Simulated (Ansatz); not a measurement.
# Cl₂FHMoO₂: a ladder of functionals and wavefunction methods

The task here is to estimate one member of a computed series from the others.

The runs use Ansatz 0.2.0, Gaussian basis; functionals in def2-TZVPP, the program's frozen cores in correlated methods.

Plan: LDA (SPW92), PBE-D4, revPBE-D4, BLYP-D4, r2SCAN-D4, B97M-V, PBE0-D4, B3LYP-D4, r2SCANh-D4, r2SCAN0-D4, HSE06-D4, BHLYP-D4, CAM-B3LYP-D4, LC-ωPBE, ωB97X-V, ωB97M-V, B2PLYP, PBE-QIDH; CCSD(T)/def2-SVP; CCSD(T)/def2-TZVPP; MP2/def2-QZVPP; extrapolation to the limit; RPA on PBE.

1 further run of the same task is left out (for a known fault of the program). Runs told in other sessions of the task aren't counted.

### Structure used throughout

An earlier PBE0-D4 in a triple-zeta def2 set relaxation fixed the geometry. Mo takes the def2 core potential; no spin-orbit term is included.

SMILES `[O]=[Mo]([OH])([F])([Cl])[Cl]`, 7 atoms, charge 0, spin multiplicity 1.

Atoms are counted from 1 here; the program's logs count them from 0.

Bond lengths: O1–Mo2 1.641 Å, Mo2–O3 1.852 Å, Mo2–F4 1.854 Å, Mo2–Cl5 2.283 Å, Mo2–Cl6 2.293 Å, O3–H7 0.963 Å. Angles: O1–Mo2–O3 102.7°, O1–Mo2–F4 108.6°, O1–Mo2–Cl5 103.0°, O1–Mo2–Cl6 106.4°, O3–Mo2–F4 87.2°, O3–Mo2–Cl5 154.4°, O3–Mo2–Cl6 87.4°, F4–Mo2–Cl5 84.0°, F4–Mo2–Cl6 144.9°, Cl5–Mo2–Cl6 86.1°, Mo2–O3–H7 128.1°.

Coordinates:

```xyz
7

O    -1.8771   -0.1826    0.2680
Mo   -0.3113    0.0491   -0.1643
O     0.6071   -0.9880    1.0646
F     0.1435   -1.2183   -1.4388
Cl   -0.4779    1.4489   -1.9603
Cl    0.4173    1.8855    0.9994
H     1.5595   -1.0627    1.1857
```

The first run:

Contents of in.yaml:

```yaml
crystal:
  periodic: [false, false, false]
  atoms:
    - {symbol: O, position_ang: [-1.877102, -0.182593, 0.268003]}
    - {symbol: Mo, position_ang: [-0.311264, 0.049144, -0.164320]}
    - {symbol: O, position_ang: [0.607117, -0.988037, 1.064558]}
    - {symbol: F, position_ang: [0.143505, -1.218293, -1.438814]}
    - {symbol: Cl, position_ang: [-0.477863, 1.448945, -1.960290]}
    - {symbol: Cl, position_ang: [0.417250, 1.885479, 0.999389]}
    - {symbol: H, position_ang: [1.559457, -1.062745, 1.185675]}
basis:
  gaussian: {orbitals: def2-TZVPP}
hamiltonian: {xc: lda}
output: {orbitals: {seedname: orbitals}}
```

On the command line:

```
ansatz run in.yaml --threads 4 --pin off --events-out ev --progress --plain --max-ram 10444MiB
```

Among the steps run: LDA; PBE-D4 (GGA); revPBE-D4 (GGA); BLYP-D4 (GGA); r2SCAN-D4 (meta-GGA); B97M-V (meta-GGA); PBE0-D4 (hybrid); B3LYP-D4 (hybrid); r2SCANh-D4 (hybrid); r2SCAN0-D4 (hybrid); HSE06-D4 (hybrid); BHLYP-D4 (hybrid); CAM-B3LYP-D4 (range-separated); LC-ωPBE (range-separated); ωB97X-V (range-separated); ωB97M-V (range-separated); B2PLYP (double hybrid); PBE-QIDH (double hybrid).

One of the session's tables, all rows but one given; the rest of the session is left out.

It belongs to the step «Orbital energies across the functionals». 

| functional | HOMO (eV) | LUMO (eV) | gap (eV) |
| --- | --- | --- | --- |
| LDA (SPW92) | -7.71 | -5.50 | 2.21 |
| PBE-D4 | -7.52 | -5.27 | 2.25 |
| revPBE-D4 | -7.45 | -5.18 | 2.27 |
| BLYP-D4 | -7.37 | -5.17 | 2.20 |
| r2SCAN-D4 | -7.89 | -5.37 | 2.52 |
| B97M-V | -7.97 | -5.36 | 2.61 |
| PBE0-D4 | -8.93 | -4.71 | 4.21 |
| B3LYP-D4 | -8.66 | -4.90 | 3.75 |
| r2SCANh-D4 | -8.40 | -5.14 | 3.26 |
| r2SCAN0-D4 | -9.17 | -4.76 | 4.41 |
| HSE06-D4 | -8.53 | -5.08 | 3.44 |
| BHLYP-D4 | ? | ? | ? |
| CAM-B3LYP-D4 | -10.26 | -3.70 | 6.56 |
| LC-ωPBE | -11.62 | -2.60 | 9.02 |
| ωB97X-V | -11.26 | -2.65 | 8.61 |
| ωB97M-V | -11.11 | -2.64 | 8.47 |

**Question.** Estimate the row for BHLYP-D4.

Worked estimate for «HOMO (eV)». Against the share of exact exchange, BLYP-D4 (0, -7.37), B3LYP-D4 (0.2, -8.66) give a slope of -6.45 per unit share; at 0.5 the line stands at -10.59.

**Answer.** HOMO (eV): -10.20; LUMO (eV): -3.94; gap (eV): 6.25. In «HOMO (eV)» the line misses by -0.39.
